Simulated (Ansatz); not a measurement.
Molecular dynamics of CaH$_{12}$Cl$_{2}$O$_{6}$

input.yaml

```yaml
accuracy: low
crystal:
  lattice:
    - [8.041736, 0.0, 0.0]
    - [-4.020868, 6.964348, 0.0]
    - [0.0, 0.0, 4.110886]
  atoms:
    - { symbol: Ca, position: [-0.02218105, -0.01589217, -0.03618136] }
    - { symbol: H, position: [0.10408132, 0.77627996, 0.58791508] }
    - { symbol: H, position: [0.23210855, 0.32932425, 0.48200486] }
    - { symbol: H, position: [0.69084124, 0.92520667, 0.39265379] }
    - { symbol: H, position: [0.33228008, 0.20515193, 0.47717474] }
    - { symbol: H, position: [0.91175293, 0.61835472, 0.48850936] }
    - { symbol: H, position: [0.77746454, 0.13216845, 0.49134912] }
    - { symbol: H, position: [0.10145189, 0.47419412, 0.1570044] }
    - { symbol: H, position: [0.57398362, 0.70311862, 0.04047486] }
    - { symbol: H, position: [0.31544718, 0.92120276, 0.19978524] }
    - { symbol: H, position: [0.40646927, 0.09417632, 0.9808515] }
    - { symbol: H, position: [0.92537943, 0.39031169, 0.97198207] }
    - { symbol: H, position: [0.63377978, 0.59224977, 0.82507906] }
    - { symbol: Cl, position: [0.65940242, 0.31983597, 0.56530573] }
    - { symbol: Cl, position: [0.36519001, 0.68393706, 0.44003621] }
    - { symbol: O, position: [0.21607291, 0.20535518, 0.50373631] }
    - { symbol: O, position: [-0.01428065, 0.75766707, 0.52417792] }
    - { symbol: O, position: [0.81330152, 0.03157355, 0.46193107] }
    - { symbol: O, position: [0.682025, 0.69297059, -0.00836457] }
    - { symbol: O, position: [0.01106312, 0.34880574, 0.06004103] }
    - { symbol: O, position: [0.29257376, -0.0151121, 0.03130544] }
basis:
  ecutwfc: 500.0
kpoints:
  mp_grid: { grid: [1, 1, 2] }
hamiltonian:
  xc: r2scan
scf:
  occupations: { method: fermi_dirac, width: 0.05 }
  lower_state_search: "off"
md:
  timestep: 0.75
  n_steps: 80
  ensemble: nvt_langevin
  temperature: 1120.0
  initial_velocities: maxwell_boltzmann
  seed: 961921
  friction: 0.01
```

Launched with:

```bash
$ ansatz run input.yaml --threads 1 --pin off --max-ram 3072MiB --backend cpu --events-out ev --progress --plain --runs-dir out
```

It goes on from the last frame of an earlier run, with new velocities.

Output, in part (step lines):

```
md step     0: t =     0.00 fs  T =  1066.7 K  F+E_penalty+E_count = -7601.73509609 eV  E_kin = 2.895424 eV  (8 SCF iters)
md step     1: t =     0.75 fs  T =   995.1 K  F+E_penalty+E_count = -7601.71059678 eV  E_kin = 2.701207 eV  (8 SCF iters)
md step     2: t =     1.50 fs  T =   995.0 K  F+E_penalty+E_count = -7601.60884332 eV  E_kin = 2.700955 eV  (8 SCF iters)
md step     3: t =     2.25 fs  T =   924.9 K  F+E_penalty+E_count = -7601.46555567 eV  E_kin = 2.510508 eV  (8 SCF iters)
md step     4: t =     3.00 fs  T =   902.3 K  F+E_penalty+E_count = -7601.36764114 eV  E_kin = 2.449217 eV  (8 SCF iters)
md step     5: t =     3.75 fs  T =   930.9 K  F+E_penalty+E_count = -7601.36388494 eV  E_kin = 2.526792 eV  (6 SCF iters)
md step     6: t =     4.50 fs  T =   952.1 K  F+E_penalty+E_count = -7601.44557435 eV  E_kin = 2.584364 eV  (6 SCF iters)
md step     7: t =     5.25 fs  T =   998.8 K  F+E_penalty+E_count = -7601.58217101 eV  E_kin = 2.711163 eV  (6 SCF iters)
[... lines left out ...]
md step    80: t =    60.00 fs  T =   709.5 K  F+E_penalty+E_count = -7600.61623511 eV  E_kin = 1.925996 eV  (8 SCF iters)
```

The steps, from the saved trajectory:

```csv
time (fs),T (K),potential energy less start (eV)
0.0,1067,0.000
1.5,995,0.126
3.0,902,0.367
4.5,952,0.290
6.0,1108,0.027
7.5,1060,0.100
9.0,1101,0.112
10.5,1167,0.152
12.0,1108,0.427
13.5,1076,0.639
15.0,1041,0.547
16.5,1020,0.600
18.0,906,0.719
19.5,886,0.682
21.0,925,0.769
22.5,874,0.849
24.0,1005,0.522
25.5,1102,0.337
27.0,1137,0.205
28.5,1060,0.283
30.0,1090,0.337
31.5,986,0.554
33.0,958,0.572
34.5,1019,0.418
36.0,997,0.356
37.5,815,0.794
39.0,827,0.989
40.5,849,1.069
42.0,809,1.129
43.5,867,0.929
45.0,931,0.703
46.5,861,0.682
48.0,936,0.735
49.5,847,0.892
51.0,782,0.969
52.5,826,0.917
54.0,881,0.737
55.5,859,0.738
57.0,864,0.750
58.5,787,0.944
60.0,710,1.119
```

All steps were run. The mean temperature of the second half is 22 % below the set value. A run of 0.06 ps of so small a system gives no equilibrium averages. Limits of this set-up: coarse k mesh, low accuracy level.

Mean squared displacements from the first frame to the last, about the centre of mass: Ca 0.24 Å², H 0.92 Å², Cl 0.16 Å², O 0.35 Å².

Last frame:

```xyz
21
Lattice="8.0417 0.0000 0.0000 -4.0209 6.9643 0.0000 0.0000 0.0000 4.1109" Properties=species:S:1:pos:R:3
Ca -0.117 0.060 0.363
H -2.138 5.434 2.076
H 0.557 2.353 2.244
H 1.702 6.147 2.714
H 1.710 1.283 2.664
H 4.336 5.115 1.877
H 5.853 0.613 2.436
H -1.048 3.036 0.181
H 2.426 4.207 0.238
H -0.726 7.577 -0.574
H 3.071 0.593 5.159
H 5.841 2.284 4.343
H 3.713 3.587 4.288
Cl 4.046 2.170 2.044
Cl 0.441 4.399 1.657
O 0.730 1.444 2.620
O -3.072 5.857 1.962
O 6.358 -0.215 2.409
O 3.388 4.530 0.109
O -1.316 2.159 -0.199
O 2.587 0.337 0.159
```

Run time: 16 min on 1 thread of Arm Neoverse V1, on a shared host, peak memory 0.67 GiB.
